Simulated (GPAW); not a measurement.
PmSe:

```
Pm Se
1.0
     3.53522    0.00000    0.00000
     0.00000    3.53522    0.00000
     0.00000    0.00000    3.53522
Pm Se
1 1
Cartesian
  0.0000 0.0000 0.0000
  1.7676 1.7676 1.7676
```

The cell comes from a database or a generator and needn't be the stable form of this composition.

Base run:

* Program: GPAW 26.7.0
* Functional: LDA
* Potentials or basis: the program's PAW data sets (release 1.2.1) made for this functional
* Cutoff: 800 eV
* Basis: pw
* k mesh: 5 × 5 × 5
* Occupations: gaussian, width 0.05 eV
* Spin: collinear spin, zero start
* Starting moments: [0.0, 0.0] μB
* Hubbard terms: Pm f U = 4 eV

Its results: pressure -0.4 GPa.

Task: The run is repeated on the same cell with these changes: hubbard terms from Pm f U = 4 eV to Pm f U = 2 eV; fixed moment from none to 0 μB. What comes out?

Result: Pressure -2.5 GPa.

Caveats: one-centre terms of the f shell are cut off; the magnetic or orbital state may not be the lowest; the run has no moments, though such compounds are often magnetic; a magnetic state may lie lower; the total moment is fixed, so each spin has its own Fermi level (some runs).
